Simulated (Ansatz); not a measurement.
# CH₄OSn: up Jacob's ladder to CCSD(T)

How much do the methods differ for CH₄OSn? The plan is to run it at one geometry with functionals of several rungs and with coupled cluster. The yardstick is the atomisation energy at the CCSD(T) limit.

Method: functionals in def2-TZVPP, the program's frozen cores in correlated methods; program: Ansatz 0.2.0, Gaussian basis.

The runs, in order: LDA (SPW92), PBE-D4, revPBE-D4, BLYP-D4, r2SCAN-D4, B97M-V, PBE0-D4, B3LYP-D4, r2SCANh-D4, r2SCAN0-D4, HSE06-D4, BHLYP-D4, CAM-B3LYP-D4, LC-ωPBE, ωB97X-V, ωB97M-V, B2PLYP, PBE-QIDH; CCSD(T)/def2-SVP; CCSD(T)/def2-TZVPP; CCSD(T)/def2-QZVPP; extrapolation to the limit; RPA on PBE.

**1. The geometry**

The geometry comes from an earlier relaxation with PBE0-D4 in a triple-zeta def2 set; it is a stationary point, not always the lowest conformer. Sn takes the def2 core potential; no spin-orbit term is included.

SMILES `[CH3][Sn][OH]`, 7 atoms, charge 0, spin multiplicity 1.

Atoms are counted from 1 here; the program's logs count them from 0.

Bond lengths: C1–Sn2 2.195 Å, C1–H4 1.095 Å, C1–H5 1.092 Å, C1–H6 1.095 Å, Sn2–O3 1.985 Å, O3–H7 0.961 Å. Angles: Sn2–C1–H4 109.6°, Sn2–C1–H5 112.6°, Sn2–C1–H6 109.6°, H4–C1–H5 108.5°, H4–C1–H6 107.8°, H5–C1–H6 108.5°, C1–Sn2–O3 94.9°, Sn2–O3–H7 114.5°.

**2. LDA**

This LDA is Slater exchange with PW92 correlation.

in.yaml reads:

```yaml
crystal:
  periodic: [false, false, false]
  atoms:
    - {symbol: C, position_ang: [-0.773134, 0.486425, -0.226685]}
    - {symbol: Sn, position_ang: [1.310421, 0.353415, -0.903810]}
    - {symbol: O, position_ang: [1.821153, -1.057606, 0.395733]}
    - {symbol: H, position_ang: [-1.259703, -0.487664, -0.342273]}
    - {symbol: H, position_ang: [-1.348927, 1.229638, -0.781721]}
    - {symbol: H, position_ang: [-0.798739, 0.748902, 0.836003]}
    - {symbol: H, position_ang: [1.110228, -1.341111, 0.977054]}
basis:
  gaussian: {orbitals: def2-TZVPP}
hamiltonian: {xc: lda}
output: {orbitals: {seedname: orbitals}}
```

On the command line:

```console
$ ansatz run in.yaml --threads 2 --pin off --events-out ev --progress --plain --max-ram 22528MiB --backend cpu
```

The runs that follow: PBE-D4 (GGA); revPBE-D4 (GGA); BLYP-D4 (GGA); r2SCAN-D4 (meta-GGA); B97M-V (meta-GGA); B3LYP-D4 (hybrid); r2SCANh-D4 (hybrid); r2SCAN0-D4 (hybrid); HSE06-D4 (hybrid); BHLYP-D4 (hybrid); CAM-B3LYP-D4 (range-separated); LC-ωPBE (range-separated); ωB97X-V (range-separated); ωB97M-V (range-separated); B2PLYP (double hybrid); PBE-QIDH (double hybrid); CCSD(T) in def2-SVP; CCSD(T) in def2-TZVPP; CCSD(T) in def2-QZVPP; RPA on PBE orbitals.

**Question.** What will the summary of the whole plan be? Wanted: atomisation energy, CCSD(T)/CBS; farthest beyond LDA; mean size of error, GGA; mean size of error, meta-GGA; mean size of error, hybrid; mean size of error, range-separated; mean size of error, double hybrid; gap, smallest and largest; T1 diagnostic.

As calculated:

| quantity | value |
| --- | --- |
| atomisation energy, CCSD(T)/CBS | 572.3 kcal/mol |
| functionals within 5.7 kcal/mol (1.0 %) | BLYP-D4, r2SCAN-D4, B97M-V, B3LYP-D4, CAM-B3LYP-D4, ωB97X-V, ωB97M-V |
| farthest beyond LDA | BHLYP-D4 (-26.4 kcal/mol) |
| mean size of error, GGA | 5.4 kcal/mol |
| mean size of error, meta-GGA | 3.8 kcal/mol |
| mean size of error, hybrid | 13.0 kcal/mol |
| mean size of error, range-separated | 6.3 kcal/mol |
| mean size of error, double hybrid | 12.4 kcal/mol |
| gap, smallest and largest | 2.57 eV (BLYP-D4), 8.85 eV (LC-ωPBE) |
| T1 diagnostic | 0.0162 |
| triples share of the correlation energy | 3.4 % |

**Reading.** The LDA atomisation energy is off by 79.3 kcal/mol (14 %): it overbinds. PBE-D4 misses by +5.7 kcal/mol. Double hybrids carry the basis error of their MP2 part in triple zeta, and no dispersion term here, so their miss is partly the set-up's. The rungs meta-GGA, GGA miss on average by less than the doubt on the reference (5.7 kcal/mol), so they tie. Misses under about 5.7 kcal/mol are within the doubt on the reference itself, which lacks core-valence correlation, spin-orbit coupling and higher excitations, and its outer-core shells are covered unevenly. All levels share the lack of spin-orbit coupling, which lowers the free heavy atoms and so the true binding. Hartree-Fock recovers 69 % of the binding; the rest is correlation. CCSD(T) in def2-SVP is off by -46.9 kcal/mol, worse than the median functional, from the basis alone. The gap grows from 2.6 to 8.9 eV across the functionals, mostly with the share of exact exchange. Correlated methods include outer-core shells of Sn, which these sets cover unevenly.
